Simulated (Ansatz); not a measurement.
# CH8GeSn: up Jacob's ladder to CCSD(T)

How much do the methods differ for CH8GeSn? The plan is to run it at one geometry with functionals of several rungs and with coupled cluster, and see how far each lands from CCSD(T) at the basis-set limit for the atomisation energy.

Program: Ansatz 0.2.0, Gaussian basis. Level of theory: functionals in def2-TZVPP, the program's frozen cores in correlated methods. These are calculated values, not measurements.

Levels to be run: LDA (SPW92), PBE-D4, revPBE-D4, BLYP-D4, r2SCAN-D4, B97M-V, PBE0-D4, B3LYP-D4, r2SCANh-D4, r2SCAN0-D4, HSE06-D4, BHLYP-D4, CAM-B3LYP-D4, LC-ωPBE, ωB97X-V, ωB97M-V, B2PLYP, PBE-QIDH; CCSD(T)/def2-SVP; CCSD(T)/def2-TZVPP; MP2/def2-QZVPP; extrapolation to the limit; RPA on PBE.

## Step 1: The geometry

An earlier PBE0-D4 in a triple-zeta def2 set relaxation fixed the geometry. Sn takes the def2 core potential; no spin-orbit term is included.

SMILES `[CH3][SnH2][GeH3]`, 11 atoms, charge 0, spin multiplicity 1.

Atoms are counted from 1 here; the program's logs count them from 0.

Bond lengths: C1–Sn2 2.144 Å, C1–H4 1.090 Å, C1–H5 1.090 Å, C1–H6 1.090 Å, Sn2–Ge3 2.598 Å, Sn2–H7 1.712 Å, Sn2–H8 1.712 Å, Ge3–H9 1.539 Å, Ge3–H10 1.538 Å, Ge3–H11 1.539 Å. Angles: Sn2–C1–H4 109.8°, Sn2–C1–H5 109.9°, Sn2–C1–H6 109.9°, H4–C1–H5 109.1°, H4–C1–H6 109.1°, H5–C1–H6 109.1°, C1–Sn2–Ge3 110.5°, C1–Sn2–H7 109.3°, C1–Sn2–H8 109.3°, Ge3–Sn2–H7 109.8°, Ge3–Sn2–H8 109.8°, H7–Sn2–H8 107.9°, Sn2–Ge3–H9 110.6°, Sn2–Ge3–H10 111.5°, Sn2–Ge3–H11 110.5°, H9–Ge3–H10 108.1°, H9–Ge3–H11 107.9°, H10–Ge3–H11 108.1°.

Coordinates:

```
C    -1.3568    1.3407   -0.3882
Sn   -0.2847   -0.4737   -0.7838
Ge    1.5308   -0.8733    1.0318
H    -2.1126    1.4989   -1.1577
H    -1.8459    1.2779    0.5838
H    -0.6681    2.1854   -0.3862
H    -1.3826   -1.7875   -0.8069
H     0.4500   -0.3731   -2.3272
H     0.8878   -0.9725    2.4268
H     2.3120   -2.1725    0.7716
H     2.5354    0.2927    1.0566
```

## Step 2: LDA

This LDA is Slater exchange with PW92 correlation.

in.yaml reads:

```yaml
crystal:
  periodic: [false, false, false]
  atoms:
    - {symbol: C, position_ang: [-1.356841, 1.340662, -0.388198]}
    - {symbol: Sn, position_ang: [-0.284713, -0.473703, -0.783752]}
    - {symbol: Ge, position_ang: [1.530798, -0.873299, 1.031793]}
    - {symbol: H, position_ang: [-2.112550, 1.498943, -1.157694]}
    - {symbol: H, position_ang: [-1.845907, 1.277862, 0.583771]}
    - {symbol: H, position_ang: [-0.668131, 2.185363, -0.386233]}
    - {symbol: H, position_ang: [-1.382637, -1.787532, -0.806883]}
    - {symbol: H, position_ang: [0.450046, -0.373123, -2.327186]}
    - {symbol: H, position_ang: [0.887774, -0.972479, 2.426768]}
    - {symbol: H, position_ang: [2.311977, -2.172461, 0.771635]}
    - {symbol: H, position_ang: [2.535384, 0.292668, 1.056577]}
basis:
  gaussian: {orbitals: def2-TZVPP}
hamiltonian: {xc: lda}
output: {orbitals: {seedname: orbitals}}
```

Started as:

```console
$ ansatz run in.yaml --threads 4 --pin off --events-out ev --progress --plain --max-ram 10444MiB
```

The runs that follow: PBE-D4 (GGA); revPBE-D4 (GGA); BLYP-D4 (GGA); r2SCAN-D4 (meta-GGA); B97M-V (meta-GGA); PBE0-D4 (hybrid); B3LYP-D4 (hybrid); r2SCANh-D4 (hybrid); r2SCAN0-D4 (hybrid); HSE06-D4 (hybrid); BHLYP-D4 (hybrid); CAM-B3LYP-D4 (range-separated); LC-ωPBE (range-separated); ωB97X-V (range-separated); ωB97M-V (range-separated); B2PLYP (double hybrid); PBE-QIDH (double hybrid); CCSD(T) in def2-SVP; CCSD(T) in def2-TZVPP; MP2 in def2-QZVPP; RPA on PBE orbitals.

Q: Predict the results of all the runs planned. Wanted: atomisation energy, CCSD(T)/CBS; farthest beyond LDA; mean size of error, GGA; mean size of error, meta-GGA; mean size of error, hybrid; mean size of error, range-separated; mean size of error, double hybrid; gap, smallest and largest; T1 diagnostic.

As calculated:

| quantity | value |
| --- | --- |
| atomisation energy, CCSD(T)/CBS | 3188.7 kJ/mol |
| functionals within 31.9 kJ/mol (1.0 %) | r2SCAN-D4, B97M-V, CAM-B3LYP-D4, ωB97X-V |
| farthest beyond LDA | revPBE-D4 (-109.8 kJ/mol) |
| mean size of error, GGA | 80.0 kJ/mol |
| mean size of error, meta-GGA | 22.5 kJ/mol |
| mean size of error, hybrid | 53.2 kJ/mol |
| mean size of error, range-separated | 31.6 kJ/mol |
| mean size of error, double hybrid | 67.8 kJ/mol |
| gap, smallest and largest | 5.74 eV (BLYP-D4), 12.09 eV (LC-ωPBE) |
| T1 diagnostic | 0.0118 |
| triples share of the correlation energy | 3.1 % |

**Reading.** The LDA atomisation energy is off by 348.5 kJ/mol (11 %): it overbinds. PBE-D4 is off by -51.0 kJ/mol. Double hybrids carry the basis error of their MP2 part in triple zeta, and no dispersion term here, so their miss is partly the set-up's. The rungs meta-GGA, range-separated miss on average by less than the doubt on the reference (31.9 kJ/mol), so they tie. Misses under about 31.9 kJ/mol are within the doubt on the reference itself, which lacks core-valence correlation, spin-orbit coupling and higher excitations, and its outer-core shells are covered unevenly. All levels share the lack of spin-orbit coupling, which lowers the free heavy atoms and so the true binding. Hartree-Fock recovers 74 % of the binding; the rest is correlation. CCSD(T) in def2-SVP is off by -200.9 kJ/mol, which most functionals beat. The gap grows from 5.7 to 12.1 eV across the functionals, mostly with the share of exact exchange. Correlated methods include outer-core shells of Ge, Sn, which these sets cover unevenly.
